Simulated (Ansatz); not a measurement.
Working through a convergence test of the k-point mesh of TiB₂, space group P6/mmm

Computed with the Ansatz DFT code, driven from Python.

Run as a notebook:

In [1]:
```python
import ansatz as az
from tabulate import tabulate
```

In [2]:
```python
crystal = (
    az.Lattice.from_parameters(3.0292, 3.0292, 3.2284, alpha=90.0, beta=90.0, gamma=120.0)
    .atom("Ti", [0.0, 0.0, 0.0])
    .atom("B", [1 / 3, 2 / 3, 0.5])
    .atom("B", [2 / 3, 1 / 3, 0.5])
)
```

In [3]:
```python
len(crystal.resolved().sites)
```
Out [3]:
```text
3
```

In [4]:
```python
job = (
    crystal.calculation()
    .functional(az.Functional.PBE)
    .occupations("fermi_dirac", width=100 * az.meV)
    .stress()
)

rows = []
for value in [(3, 3, 2), (4, 4, 3), (5, 5, 4), (7, 7, 6), (8, 8, 7), (10, 10, 9)]:
    r = job.kpoints(*value).run(threads=1, pin="off").report
    rows.append((value, r["free_energy_ev"] / len(r["lattice"]["sites"]), r["n_iterations"], sum(r["stress_gpa"][i][i] for i in range(3)) / 3, r["n_kpoints"]))
```
```text
DeckWarning: basis.ecutwfc = 420 eV, auto-derived from the records' recommended cutoffs: set by Ti (normal level)
```

In [5]:
```python
print(tabulate(rows, headers=["mesh", "F/atom (eV)", "iterations", "P (GPa)", "k-points"], floatfmt=".4f", tablefmt="grid"))
```
```text
+-------------+---------------+--------------+-----------+------------+
| mesh        |   F/atom (eV) |   iterations |   P (GPa) |   k-points |
+=============+===============+==============+===========+============+
| (3, 3, 2)   |     -938.2234 |            6 |   -0.0729 |          6 |
+-------------+---------------+--------------+-----------+------------+
| (4, 4, 3)   |     -938.2216 |            6 |    0.6049 |          8 |
+-------------+---------------+--------------+-----------+------------+
| (5, 5, 4)   |     -938.2256 |            6 |    0.4390 |         15 |
+-------------+---------------+--------------+-----------+------------+
| (7, 7, 6)   |     -938.2316 |            6 |    0.3009 |         32 |
+-------------+---------------+--------------+-----------+------------+
| (8, 8, 7)   |     -938.2343 |            6 |    0.2263 |         40 |
+-------------+---------------+--------------+-----------+------------+
| (10, 10, 9) |     -938.2326 |            6 |    0.3045 |         70 |
+-------------+---------------+--------------+-----------+------------+
```

In [6]:
```python
for row in rows[:-1]:
    shift = 1000 * (row[1] - rows[-1][1])
    print(f"{row[0]}: {shift:+.2f} meV/atom" + ("  (within 2 meV)" if abs(shift) < 2 else ""))
```
```text
(3, 3, 2): +9.24 meV/atom
(4, 4, 3): +11.02 meV/atom
(5, 5, 4): +7.10 meV/atom
(7, 7, 6): +1.03 meV/atom  (within 2 meV)
(8, 8, 7): -1.64 meV/atom  (within 2 meV)
```

From 7×7×6 on it stays within 2 meV an atom of the value at 10×10×9; the first row (3×3×2) is off by 9.2 meV and the last but one by 1.64 meV. This holds for F at a smearing of 0.1 eV; a narrower one needs a denser mesh. It goes up and down, since the sum over k-points isn't variational. The pressure moves from -0.07 to 0.30 GPa.

Notes:
- Pressure is positive in compression.
- The structure is a deposited one; some such entries were measured under pressure or heat, so a shift against it needn't be the functional's error alone.
- Warnings are shown shortened and without file and line.
- Shifts are counted from the finest mesh, which is itself no proven limit.
- Run time: 6 s on 1 thread of Arm Neoverse V1, with other jobs on the host, peak memory 0.3 GiB.
